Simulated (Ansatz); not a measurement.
# InGa2P3: the cost of one run

Method: DFT PBE, scalar-relativistic, plane waves, PAW, unless a step names another level, in Ansatz 0.2.0.

1 further run of the same task is left out (set aside as unsound or not needed). Runs told in other sessions of the task aren't counted.

### 1 The system as given

The structure is trigonal, space group P3m1 (No. 156). The conventional cell has a = 3.998 Å, b = 3.998 Å, c = 9.840 Å, α = 90.00°, β = 90.00°, γ = 120.00°. In (site symmetry 3m) has 4 P at 2.51 to 2.57 Å in its first shell of neighbours. Ga (site symmetry 3m) is surrounded by 4 P at 2.37 to 2.43 Å. Ga (site symmetry 3m) has 4 P at 2.39 to 2.43 Å in its first shell of neighbours. Around P (site symmetry 3m) lie 1 Ga at 2.37 Å and 3 In at 2.51 Å. Around P (site symmetry 3m) lie 3 Ga at 2.43 Å and 1 In at 2.57 Å. P (site symmetry 3m) is surrounded by 4 Ga at 2.39 to 2.43 Å.

As a file:

```xyz
6
Lattice="3.9975 0.0000 0.0000 -1.9988 3.4620 0.0000 0.0000 0.0000 9.8397" Properties=species:S:1:pos:R:3 pbc="T T T"
In    0.0000    2.3080    6.5439
Ga    0.0000    0.0000    0.0639
Ga    1.9988    1.1540    3.2094
P     0.0000    0.0000    7.5289
P     0.0000    2.3080    3.9714
P     1.9988    1.1540    0.8216
```

The cell was relaxed beforehand at this level, from a generated guess; it needn't be the stable form of this composition. At a tolerance of 0.02 Å it has space group P3m1 (No. 156); it has 22.70 Å³/atom, an uncorrected energy of -0.34 eV/atom over the elements and, on its mesh, gap 0.78 eV.

### 2 Elastic constants, atoms relaxed

The input, input.yaml:

```yaml
crystal:
  lattice:
    - [3.998312498, -2.89e-08, 0.0]
    - [-1.999156224, 3.46264021, 0.0]
    - [0.0, 0.0, 9.8360588044]
  atoms:
    - { symbol: In, position: [0.3333333333, 0.6666666667, 0.6650867036] }
    - { symbol: Ga, position: [0.0, 0.0, 0.006553679] }
    - { symbol: Ga, position: [0.6666666667, 0.3333333333, 0.3262222892] }
    - { symbol: P, position: [0.0, 0.0, 0.7651195472] }
    - { symbol: P, position: [0.3333333333, 0.6666666667, 0.4035620636] }
    - { symbol: P, position: [0.6666666667, 0.3333333333, 0.0834557173] }
basis:
  ecutwfc: 420
kpoints:
  mp_grid: { grid: [12, 12, 4] }
hamiltonian:
  xc: pbe
scf:
  occupations: { method: fixed }
output:
  forces: true
  stress: true
  eigenvalues: true
  polarization: {}
elastic:
  mode: relaxed_ion
  stencil: two_point
```

On the command line:

```console
ansatz run input.yaml --threads 4 --pin off --max-ram 8192MiB --backend cpu --events-out ev --progress --plain --runs-dir out
```

What time and memory should one allow on 4 threads of Intel Xeon 6975P-C (Granite Rapids), shared host?

About 8.1 min, with a peak of 1.3 GiB.
